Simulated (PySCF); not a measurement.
# EuH8O4 (Eu(H2O)42+): the cost of one run

Computed with PySCF 2.14.0. Level: PBE0, Eu lcecp-0-SVP with ECP53, O def2-SVP, H def2-SVP; scalar-relativistic core potentials, no spin–orbit coupling.

1 further run of the same task is left out (for a known fault of the program).

## (1) Where the work starts

13 atoms, charge 2, spin multiplicity 1.

Bond lengths: Eu1–O2 2.645 Å, Eu1–O5 2.645 Å, Eu1–O8 2.645 Å, Eu1–O11 2.645 Å, O2–H3 0.970 Å, O2–H4 0.970 Å, O5–H6 0.970 Å, O5–H7 0.970 Å, O8–H9 0.970 Å, O8–H10 0.970 Å, O11–H12 0.970 Å, O11–H13 0.970 Å. Angles: O2–Eu1–O5 109.5°, O2–Eu1–O8 109.5°, O2–Eu1–O11 109.5°, O5–Eu1–O8 109.5°, O5–Eu1–O11 109.5°, O8–Eu1–O11 109.5°, Eu1–O2–H3 127.5°, Eu1–O2–H4 127.5°, H3–O2–H4 105.1°, Eu1–O5–H6 127.5°, Eu1–O5–H7 127.5°, H6–O5–H7 105.1°, Eu1–O8–H9 127.5°, Eu1–O8–H10 127.5°, H9–O8–H10 105.1°, Eu1–O11–H12 127.5°, Eu1–O11–H13 127.5°, H12–O11–H13 105.1°.

As a file:

```xyz
13

Eu    0.00000    0.00000    0.00000
O     1.52710    1.52710    1.52710
H     1.86770    1.32330    2.41220
H     1.86770    2.41220    1.32330
O    -1.52710   -1.52710    1.52710
H    -1.86770   -1.32330    2.41220
H    -1.86770   -2.41220    1.32330
O     1.52710   -1.52710   -1.52710
H     1.86770   -2.41220   -1.32330
H     1.86770   -1.32330   -2.41220
O    -1.52710    1.52710   -1.52710
H    -1.86770    2.41220   -1.32330
H    -1.86770    1.32330   -2.41220
```

Formal oxidation states: Eu +2. Each metal's 7 4f electrons lie in its core potential, so multiplicities, spins and levels count the valence alone.

## (2) SCF at the start, singlet

run.py (the lines that set the calculation)

```python
mol = gto.M(atom='''
Eu     0.00000     0.00000     0.00000
O      1.52710     1.52710     1.52710
H      1.86770     1.32330     2.41220
H      1.86770     2.41220     1.32330
O     -1.52710    -1.52710     1.52710
H     -1.86770    -1.32330     2.41220
H     -1.86770    -2.41220     1.32330
O      1.52710    -1.52710    -1.52710
H      1.86770    -2.41220    -1.32330
H      1.86770    -1.32330    -2.41220
O     -1.52710     1.52710    -1.52710
H     -1.86770     2.41220    -1.32330
H     -1.86770     1.32330    -2.41220''',
    basis={'Eu': 'lcecp-0-SVP', 'O': 'def2-SVP', 'H': 'def2-SVP'},
    ecp={'Eu': 'lcecp-0-SVP'},
    charge=2, spin=0)
mf = dft.RKS(mol, xc='PBE0')
mf.grids.atom_grid = (50, 194)  # f atoms: unpruned, at least (60, 302)
mf = mf.density_fit()  # fitting sets: Eu AutoAux, O def2-universal-JKFIT, H def2-universal-JKFIT
mf.conv_tol = 1e-08; mf.max_cycle = 55
mf.kernel(dm0)  # dm0: free metal ions and neutral atoms
```

Launch:

```bash
$ OMP_NUM_THREADS=2 python run.py
```

**Question.** How long does this run take on 2 threads of Arm Neoverse V1, shared host, and how much memory does it need?

About 3.9 s, with a peak of 0.8 GiB.
